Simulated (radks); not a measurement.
# Pd⁺ in [Ar] 3d10 4s2 4p5.75 4d9 5d0.25: an all-electron calculation

An exercise on one series of results from a longer session: the logs are not shown, and one member is left open.

The numbers are computed with radks (a radial shooting solver on a logarithmic mesh, Libxc functionals) version 1 (Dirac Kohn-Sham, BP86, spin-unpolarised, spherical densities, point nucleus; open shells are shared between the two j in proportion to 2j + 1), except any that are marked as measured or tabulated.

**What is computed**

```
element       : palladium (Z = 46)
charge        : +1
electrons     : 45
configuration : [Ar] 3d10 4s2 4p5.75 4d9 5d0.25
```

The first run:

Settings of this run:

```text
Z 46
configuration [Ar] 3d10 4s2 4p5.75 4d9 5d0.25
relativity Dirac
functional b88,p86
spin unpolarised
j_filling average
nucleus point
c 137.035999084
```

Started as:

```sh
> python run_ks.py task.json out
```

The same process makes all the runs of this session.

Steps of the session up to this table: Self-consistent calculation.

One of the session's tables, all rows but one given; the rest of the session is left out.

It belongs to the step «Shells». Sizes of the orbitals, from the radial functions (bohr):

```
level      <r>  outermost maximum (interpolated)  90 % within  nodes
1s1/2  0.03185                            0.0207       0.0571      0
2s1/2   0.1380                             0.117        0.214      1
2p1/2   0.1171                            0.0905        0.192      0
2p3/2   0.1221                            0.0947        0.198      0
3s1/2   0.3790                             0.342        0.559      2
3p1/2   0.3712                             0.328        0.560      1
3p3/2   0.3820                             0.338        0.575      1
3d3/2   0.3556                             0.281        0.564      0
3d5/2   0.3591                             0.284        0.569      0
4s1/2        ?                                 ?            ?      ?
4p1/2    1.016                             0.892         1.50      2
4p3/2    1.047                             0.916         1.55      2
4d3/2    1.419                              1.08         2.27      1
4d5/2    1.439                              1.09         2.31      1
5d3/2    7.367                              6.61         10.8      2
5d5/2    7.401                              6.65         10.8      2
```

**Question.** Estimate the row for 4s1/2.

The run gave: <r>: 0.9437; outermost maximum (interpolated): 0.850; 90 % within: 1.37; nodes: 3. In the column «<r>» it lies between 3p3/2 (0.3820) and 4p1/2 (1.016).
